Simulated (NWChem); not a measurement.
# BH3S2 (SMILES SBS): B3LYP/6-31G(d,p) (spherical functions)

What is the electronic atomisation energy of BH3S2 at B3LYP/6-31G** (spherical functions)? 

The results are computed with NWChem 7.3.0.

## 1. The molecule

BH3S2 has 6 atoms, charge 0, and is taken as a singlet. SMILES: `SBS`. The shape is that of a PBE0-D4/def2-TZVP optimisation. This is one conformer, not always the lowest.

Bond lengths: S1–B2 1.783 Å, B2–S3 1.787 Å, S1–H4 1.346 Å, B2–H5 1.190 Å, S3–H6 1.342 Å. Angles: S1–B2–S3 122.5°, S1–B2–H5 116.2°, S3–B2–H5 121.4°, B2–S1–H4 98.9°, B2–S3–H6 97.3°.

## 2. A single-point energy at B3LYP/6-31G(d,p) (spherical functions) (run 1)

File input.nw:

```
start input
title "BH3S2 energy"
memory stack 880 mb heap 220 mb global 1100 mb

geometry units angstrom noautosym nocenter noautoz
  S    -0.819900   -0.605200   -1.516500
  B     0.091400   -0.453600    0.008900
  S     0.333100    1.114800    0.829800
  H    -1.145600    0.688100   -1.694600
  H     0.535500   -1.462200    0.457500
  H     1.047600    0.654100    1.868800
end

basis spherical bse
  * library 6-31G**
end

dft
  xc b3lyp
  grid fine
  convergence energy 1e-08
  maxiter 100
  mulliken
  print low
end

task dft energy
```

Run with:

```
$ nwchem input.nw > input.out
```

The log of the run:

```text
[...]
 d= 0,ls=0.0,diis     1   -823.0399408408 -9.43D+02  1.27D-02  3.18D-01     1.1
[...]
 d= 0,ls=0.0,diis    10   -823.0876625180 -1.08D-10  1.35D-07  4.68D-11     8.0
         Total DFT energy =     -823.087662518005
      One electron energy =    -1373.163933047965
           Coulomb energy =      486.939383212395
    Exchange-Corr. energy =      -56.631836625076
 Nuclear repulsion energy =      119.768723942641
[...]
      Total Density - Mulliken Population Analysis
     ---------------------------------------------
    Atom       Charge   Shell Charges
 -----------   ------   -------------------------------------------------------
    1 S   16    16.06   2.00  2.00  5.97  1.36  3.08  0.48  1.12  0.05
    2 B    5     5.03   2.00  0.58  1.45  0.41  0.54  0.05
    3 S   16    16.07   2.00  2.00  5.97  1.36  3.09  0.49  1.13  0.05
    4 H    1     0.93   0.50  0.41  0.02
    5 H    1     0.99   0.52  0.47  0.01
    6 H    1     0.91   0.50  0.40  0.02
[...]
```

Wall time 9.3 s (1 thread of AMD EPYC 7R13 (Zen 3), shared host); peak memory 0.11 GiB.

## 3. The B atom at the same level (run 2)

File run.nw:

```
start run
title "B energy"
memory stack 880 mb heap 220 mb global 1100 mb
geometry units atomic noautosym nocenter noautoz
   B    0.00000000   0.00000000   0.00000000
end
basis "ao basis" spherical bse
   * library 6-31G**
end
dft
   xc b3lyp
   mult 2
   grid fine
   convergence energy 1e-08
   maxiter 100
   mulliken
   print low
end
task dft energy
```

Run with:

```
$ nwchem run.nw > run.out
```

The log of the run:

```text
[...]
 d= 0,ls=0.0,diis     1    -24.6379572673 -2.46D+01  2.10D-02  2.04D-02     0.1
[...]
 d= 0,ls=0.0,diis     6    -24.6538353467 -8.68D-10  1.13D-07  3.92D-13     0.2
[...]
         Total DFT energy =      -24.653835346655
      One electron energy =      -32.468765059068
           Coulomb energy =       11.734895512170
    Exchange-Corr. energy =       -3.919965799757
 Nuclear repulsion energy =        0.000000000000
[...]
      Total Density - Mulliken Population Analysis
     ---------------------------------------------
    Atom       Charge   Shell Charges
 -----------   ------   -------------------------------------------------------
    1 B    5     5.00   2.00  0.74  0.56  1.26  0.44  0.00
     --------------------------------------------
      Spin Density - Mulliken Population Analysis
     --------------------------------------------
    Atom       Charge   Shell Charges
 -----------   ------   -------------------------------------------------------
    1 B    5     1.00   0.00  0.03  0.56 -0.03  0.44 -0.00
[...]
      <S2> =      0.7516 (Exact =     0.7500)
[...]
```

Run time: 1.2 s. Hardware: 1 thread of AMD EPYC 7R13 (Zen 3), shared host; peak memory 0.1 GiB.

Run 3 isn't shown in full; the table further down has it.

## 4. The S atom, same level (run 4)

File sp.nw:

```
start sp
title "S B3LYP"
memory total 2200 mb

geometry noautosym nocenter noautoz
  S      0.000000     0.000000     0.000000
end

basis spherical bse
  S library 6-31G**
end

dft
  xc b3lyp
  mult 3
  grid fine
  convergence energy 1e-08
  maxiter 100
  mulliken
  noprint "final vectors analysis"
end

task dft energy
```

Run the same way, it converges to -398.10192 Eh (log not shown).

## 5. Overview of the runs

```
run                                 level  partner  energy (Eh)  wall time
  1   B3LYP/6-31G** (spherical functions)     base  -823.087663      9.3 s
  2  UB3LYP/6-31G** (spherical functions)    atoms   -24.653835      1.2 s
  3  UB3LYP/6-31G** (spherical functions)    atoms    -0.500273      1.1 s
  4  UB3LYP/6-31G** (spherical functions)    atoms  -398.101916      1.4 s
```

## 6. Results

At B3LYP/6-31G** (spherical functions):

```
                     quantity          value
         S atom: total energy  -398.10192 Eh
                 S atom: ⟨S²⟩          2.002
electronic atomisation energy      19.842 eV
```

In words: Taking the molecule apart into free atoms costs 19.84 eV (1914 kJ/mol), before zero-point energy and without spin-orbit coupling. All runs together took 13 s, the longest 9.3 s.
